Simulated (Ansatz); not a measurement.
# Ta2: the cost of one run

Computed with Ansatz 0.2.0, Gaussian basis. Level: def2-TZVPP, core rule «outside noble gas», up to 8 orbitals frozen.

To be run: UHF; ROHF; CCSD(T) on UHF.

**1. The geometry**

The geometry is a PBE0/def2-TZVP stationary point (not a proven minimum) of the parent state, kept for this charge and spin. No spin-orbit coupling is included. Elements past krypton take def2 core potentials.

2 atoms, charge 0, spin multiplicity 9.

Atoms are counted from 1 here; the program's logs count them from 0.

Bond lengths: Ta1–Ta2 2.422 Å.

**2. UHF**

File in.yaml:

```yaml
crystal:
  periodic: [false, false, false]
  atoms:
    - {symbol: Ta, position_ang: [0.000000, 0.000000, 0.000000]}
    - {symbol: Ta, position_ang: [0.000000, 0.000000, 2.421800]}
basis:
  gaussian: {orbitals: def2-TZVPP}
magnetization: {spin_polarized: true, initial_magnetization: 8}
hamiltonian: {xc: hf}
output: {orbitals: {seedname: orbitals}}
```

Started as:

```console
$ ansatz run in.yaml --threads 1 --pin off --events-out ev --progress --plain --max-ram 4096MiB --backend cpu
```

**Question.** How long does this run take on 1 thread of AMD EPYC 7R13, shared host, and how much memory does it need?

About 19 s, with a peak of 0.3 GiB.
